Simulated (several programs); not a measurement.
## What each method gives for Al2BiP (ordering on zincblende)

Al2BiP, ordered on the zincblende lattice (P-4m2) with 4 atoms a cell, relaxed with r2SCAN in Ansatz, was computed with several methods. The symmetry is P-4m2 (No. 115, tetragonal); a = 4.164 Å, c = 5.934 Å in the conventional setting, 25.73 Å³ an atom. Around P lie 4 Al at 2.45 Å; around Al lie 2 P at 2.45 Å and 2 Bi at 2.68 Å; around Bi lie 4 Al at 2.68 Å. All values are calculated for a non-magnetic cell, which may be hypothetical.

```cif
data_structure
_symmetry_space_group_name_H-M 'P-4m2'
_symmetry_Int_Tables_number 115
_cell_length_a 4.1643
_cell_length_b 4.1643
_cell_length_c 5.9338
_cell_angle_alpha 90.000
_cell_angle_beta 90.000
_cell_angle_gamma 90.000
_cell_volume 102.90
loop_
_atom_site_label
_atom_site_type_symbol
_atom_site_symmetry_multiplicity
_atom_site_Wyckoff_symbol
_atom_site_fract_x
_atom_site_fract_y
_atom_site_fract_z
_atom_site_occupancy
P1 P 1 a 0.00000 0.00000 0.00000 1
Al1 Al 2 g 0.00000 0.50000 0.78383 1
Bi1 Bi 1 c 0.50000 0.50000 0.50000 1
```

Gaps and times are for a single point on this cell; volume and bulk modulus come from each method's own relaxation or energy curve at fixed shape, which is too stiff where a cell has free coordinates or axes. Times are rough, from shared hosts (AMD EPYC 7R43 64-Core Processor; Arm Neoverse N1), and each method has its own mesh and cell size. A double dagger marks a value from a curve with shape and coordinates held. PM7 (MOPAC), GFN1-xTB (tblite), GFN2-xTB (tblite) treat a cluster of cells at its zone centre, which samples few k points: where these miss a band edge, the gap comes out too large for that reason alone. Gaps from k meshes are read at a limited set of points (mesh, symmetry points, PBE's band edges), so each method's own least gap may be somewhat smaller. xTB and the PM methods were fitted mostly to molecules, and can miss a solid's gap by electronvolts. Minimal bases can be far off for gaps. Times of the plane-wave ladder aren't listed, since it ran on unlike processors and cards. GLLB-SC's gap includes the derivative discontinuity. d marks a direct gap, i an indirect one (no mark: not told apart), a dash a value that wasn't computed or didn't pass its checks.

```json
{"method": "light PBE (260 eV and a coarse mesh)", "kind": "light plane-wave", "gap (eV)": "0.12 i", "own volume (Å³/atom)": "–", "bulk modulus (GPa)": "–", "atoms computed": "4", "processor time": "2.2 s"}
{"method": "GFN1-xTB (tblite)", "kind": "tight binding", "gap (eV)": "0", "own volume (Å³/atom)": "–", "bulk modulus (GPa)": "–", "atoms computed": "cluster", "processor time": "4.1 s"}
{"method": "GFN2-xTB (tblite)", "kind": "tight binding", "gap (eV)": "0", "own volume (Å³/atom)": "–", "bulk modulus (GPa)": "–", "atoms computed": "cluster", "processor time": "4.1 s"}
{"method": "PBE/SZV (CP2K)", "kind": "small basis", "gap (eV)": "0.88 d", "own volume (Å³/atom)": "27.32‡", "bulk modulus (GPa)": "57‡", "atoms computed": "4", "processor time": "9.9 s"}
{"method": "PBE", "kind": "semilocal", "gap (eV)": "0.15 i", "own volume (Å³/atom)": "26.33", "bulk modulus (GPa)": "55‡", "atoms computed": "4", "processor time": "–"}
{"method": "PBE/single zeta (GPAW)", "kind": "small basis", "gap (eV)": "0.27 d", "own volume (Å³/atom)": "–", "bulk modulus (GPa)": "–", "atoms computed": "4", "processor time": "21 s"}
{"method": "PBE/DZVP (CP2K)", "kind": "small basis", "gap (eV)": "0.15 i", "own volume (Å³/atom)": "26.39‡", "bulk modulus (GPa)": "56‡", "atoms computed": "4", "processor time": "21 s"}
{"method": "r2SCAN", "kind": "semilocal", "gap (eV)": "0.37 i", "own volume (Å³/atom)": "25.73", "bulk modulus (GPa)": "64‡", "atoms computed": "4", "processor time": "–"}
{"method": "GLLB-SC (GPAW)", "kind": "model potential", "gap (eV)": "0.57", "own volume (Å³/atom)": "–", "bulk modulus (GPa)": "–", "atoms computed": "4", "processor time": "38 s"}
{"method": "PBE+SOC", "kind": "semilocal", "gap (eV)": "overlap 0.03", "own volume (Å³/atom)": "–", "bulk modulus (GPa)": "–", "atoms computed": "4", "processor time": "–"}
{"method": "PM7 (MOPAC)", "kind": "semi-empirical", "gap (eV)": "2.93", "own volume (Å³/atom)": "–", "bulk modulus (GPa)": "–", "atoms computed": "cluster", "processor time": "74 s"}
{"method": "HSE06", "kind": "hybrid", "gap (eV)": "0.64 i", "own volume (Å³/atom)": "–", "bulk modulus (GPa)": "–", "atoms computed": "4", "processor time": "–"}
```

Against HSE06 (0.64 eV) and with closed or daggered gaps left aside, the nearest gap at the points sampled is that of GLLB-SC (GPAW) (-0.07 eV) and the farthest that of PM7 (MOPAC) (+2.29 eV). HSE06 is only a yardstick of convenience, and nearness to it can be luck.

Volumes against r2SCAN's: PBE +2.3 %.

Only the rows marked +SOC include spin-orbit coupling.
